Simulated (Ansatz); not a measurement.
This script for a band structure of Mo, space group Im-3m with Ansatz 0.2.0 through its Python package holds a mistake.

Script `mo_bands.py`:
```python
import ansatz as az
import numpy as np

system = (
    az.Lattice.of((-1.573415, 1.573415, 1.573415), (1.573415, -1.573415, 1.573415), (1.573415, 1.573415, -1.573415))
    .atom('Mo', (0.0, 0.0, 0.0))
)

path = [
    ('G', (0.0, 0.0, 0.0)),
    ('H', (0.5, -0.5, 0.5)),
    ('N', (0.0, 0.0, 0.5)),
    ('G', (0.0, 0.0, 0.0)),
    ('P', (0.25, 0.25, 0.25)),
    ('H', (0.5, -0.5, 0.5)),
]
model = (
    system.calculation()
    .functional(az.Functional.PBE)
    .kpoints(12, 12, 12)
    .occupations('fixed')
    .basis(420)
    .scf(max_iterations=90)
    .band_structure([point for _, point in path], intervals=8)
    .scf(extra_bands=10)
)
outcome = model.run()
report = outcome.report

print(f'free energy      {report["free_energy_ev"]:.5f} eV')
print(f'per atom         {report["free_energy_ev"] / len(outcome.lattice.sites):.5f} eV')
print(f'SCF iterations   {report["n_iterations"]}  (converged: {report["converged"]})')

bands = outcome.band_structure()
fermi = bands.fermi_energy_ev
print(f'zero of the bands: {fermi:.3f} eV, the Fermi level found on the SCF mesh')
for spin, channel in enumerate(bands.channels):
    print('channel', spin, '- computed levels within 8 eV of the Fermi level')
    for i, (label, _) in enumerate(path):
        levels = channel.eigenvalues_ev[i * 8] - fermi
        print(f'  {label:3s}', ' '.join(f'{e:7.3f}' for e in levels if abs(e) < 8))
```

```console
$ python mo_bands.py
RunWarning: iter 1: σ=0 fill of 7 bands saw a band overlap (occupied 25.1958 eV > unoccupied 19.8285 eV) — on an unconverged iterate often a transient of an unconverged empty band; one that stands at the close is told there (band_overlap_at_count); if the run [...]
RunWarning: a fill by count may have filled part of one level: at k-index 58 the highest filled band, 20.523578 eV, and the lowest empty band, 20.523578 eV, stand 1.208e-13 eV apart, within the solve's uncertainty, 3.162e-4 eV. If they are one level, whatever [...]
RunWarning: the bands overlap at the fill by count (7 filled at each k-point of a channel): the highest filled level, 25.124793 eV at k-index 71, stands 5.3513 eV over the lowest empty one, 19.773457 eV at k-index 0, so that a fill of the lowest levels lies [...]
free energy      -4955.74626 eV
per atom         -4955.74626 eV
SCF iterations   6  (converged: True)
zero of the bands: 25.125 eV, the Fermi level found on the SCF mesh
channel 0 - computed levels within 8 eV of the Fermi level
  G    -5.351  -5.351  -5.351  -2.314  -2.314
  H     0.000   0.000   0.000   5.126   5.126   5.126
  N    -7.389  -2.313  -2.287  -1.658   0.764   7.697   7.969
  G    -5.351  -5.351  -5.351  -2.314  -2.314
  P    -6.598  -6.598  -6.598  -1.533  -1.533   5.667   7.601   7.601   7.601
  H     0.000   0.000   0.000   5.126   5.126   5.126
```
(Warnings from the package without file and line, shortened.)

No error stopped it. What is wrong with the input all the same?

The fault: fixed occupations, though the bands overlap at this level of theory. The correction:

The script, `mo_bands.py`:
```python
import ansatz as az
import numpy as np

system = (
    az.Lattice.of((-1.573415, 1.573415, 1.573415), (1.573415, -1.573415, 1.573415), (1.573415, 1.573415, -1.573415))
    .atom('Mo', (0.0, 0.0, 0.0))
)

path = [
    ('G', (0.0, 0.0, 0.0)),
    ('H', (0.5, -0.5, 0.5)),
    ('N', (0.0, 0.0, 0.5)),
    ('G', (0.0, 0.0, 0.0)),
    ('P', (0.25, 0.25, 0.25)),
    ('H', (0.5, -0.5, 0.5)),
]
model = (
    system.calculation()
    .functional(az.Functional.PBE)
    .kpoints(12, 12, 12)
    .occupations('methfessel_paxton', width=0.1)
    .basis(420)
    .scf(max_iterations=90)
    .band_structure([point for _, point in path], intervals=8)
    .scf(extra_bands=10)
)
outcome = model.run()
report = outcome.report

print(f'free energy      {report["free_energy_ev"]:.5f} eV')
print(f'per atom         {report["free_energy_ev"] / len(outcome.lattice.sites):.5f} eV')
print(f'SCF iterations   {report["n_iterations"]}  (converged: {report["converged"]})')

bands = outcome.band_structure()
fermi = bands.fermi_energy_ev
print(f'zero of the bands: {fermi:.3f} eV, the Fermi level found on the SCF mesh')
for spin, channel in enumerate(bands.channels):
    print('channel', spin, '- computed levels within 8 eV of the Fermi level')
    for i, (label, _) in enumerate(path):
        levels = channel.eigenvalues_ev[i * 8] - fermi
        print(f'  {label:3s}', ' '.join(f'{e:7.3f}' for e in levels if abs(e) < 8))
```

With that change:

```console
$ python mo_bands.py
free energy      -4956.03459 eV
per atom         -4956.03459 eV
SCF iterations   6  (converged: True)
zero of the bands: 21.137 eV, the Fermi level found on the SCF mesh
channel 0 - computed levels within 8 eV of the Fermi level
  G    -7.190  -1.321  -1.321  -1.321   1.714   1.714
  H    -5.411  -5.411   4.044   4.044   4.044
  N    -5.289  -3.366   1.680   1.745   2.376   4.811
  G    -7.190  -1.321  -1.321  -1.321   1.714   1.714
  P    -2.581  -2.581  -2.581   2.501   2.501
  H    -5.411  -5.411   4.044   4.044   4.044
```

Total energies depend on the potentials; only differences at equal settings carry meaning. The mesh is modest for a metal, so energies can be off by several to tens of meV an atom and pressures by half a GPa or more; differences at equal mesh fare better. Gaps and levels are Kohn-Sham values on a finite set of k-points, without spin-orbit coupling. Run time: 2.3 s on 1 thread of Arm Neoverse V1 (shared host), peak memory 0.32 GiB.
